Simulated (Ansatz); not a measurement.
# Cl2H2Si: the cost of one run

Computed with Ansatz 0.2.0, Gaussian basis. Level: PBE0-D4/def2-TZVP structures, single points in def2-TZVPP, no counterpoise correction.

Levels: SPW92, PBE-D4, BLYP-D4, r2SCAN-D4, B97M-V, PBE0-D4, B3LYP-D4, r2SCAN0-D4, BHLYP-D4, CAM-B3LYP-D4, wB97X-V, wB97M-V, B2PLYP, PBE-QIDH, RPA on PBE, Hartree-Fock, MP2, CCSD, CCSD(T).

Cores are frozen in the correlated methods. B3LYP uses VWN-RPA correlation. B2PLYP carries no dispersion term here.

94 further runs of the same task are left out: 94 set aside as unsound or not needed.

## 1. The starting structure

The complex: 9 atoms, charge 0, spin multiplicity 1.

Atoms are counted from 1 here; the program's logs count them from 0.

Bond lengths: Si1–Cl2 2.223 Å, Si1–H3 1.470 Å, Si1–H4 1.470 Å, Si1–Cl5 2.225 Å, Si1–N7 1.917 Å, H6–N7 1.019 Å, N7–H8 1.018 Å, N7–H9 1.018 Å. Angles: Cl2–Si1–H3 92.4°, Cl2–Si1–H4 92.3°, Cl2–Si1–Cl5 169.7°, Cl2–Si1–N7 85.7°, H3–Si1–H4 129.2°, H3–Si1–Cl5 92.2°, H3–Si1–N7 115.2°, H4–Si1–Cl5 92.1°, H4–Si1–N7 115.5°, Cl5–Si1–N7 84.0°, Si1–N7–H6 110.5°, Si1–N7–H8 108.8°, Si1–N7–H9 108.9°, H6–N7–H8 111.0°, H6–N7–H9 111.3°, H8–N7–H9 106.3°.

Geometry (Å):

```
Si   -0.7185    0.2096   -0.4417
Cl   -0.6930   -1.8799   -1.2006
H    -0.4912    0.7641   -1.7837
H    -1.9847   -0.0040    0.2735
Cl   -0.4169    2.1934    0.5206
H     1.1269   -1.2375    0.3195
N     0.8665   -0.2736    0.5223
H     0.6976   -0.1434    1.5176
H     1.6133    0.3715    0.2726
```

Its parts: SiH₂Cl₂ holds atoms 1, 2, 3, 4, 5; NH₃ holds atoms 6, 7, 8, 9. Each part counts its atoms afresh in its own runs.

## 2. Relaxing SiH₂Cl₂ alone

relax-a/in.yaml

```yaml
crystal:
  periodic: [false, false, false]
  atoms:
    - {symbol: Si, position_ang: [-0.718489, 0.209565, -0.441661]}
    - {symbol: Cl, position_ang: [-0.692962, -1.879949, -1.200631]}
    - {symbol: H, position_ang: [-0.491183, 0.764070, -1.783677]}
    - {symbol: H, position_ang: [-1.984693, -0.004010, 0.273479]}
    - {symbol: Cl, position_ang: [-0.416949, 2.193445, 0.520633]}
basis:
  gaussian: {orbitals: def2-TZVP}
hamiltonian: {xc: pbe0, dispersion: d4}
relax: {f_tol: 0.005, max_steps: 200}
```

The run is started by

```sh
ansatz run in.yaml --threads 4 --pin off --events-out ev --progress --plain --max-ram 9574MiB
```

**Question.** How long does this run take on 4 threads of Arm Neoverse V2, shared host?

About 11 s.
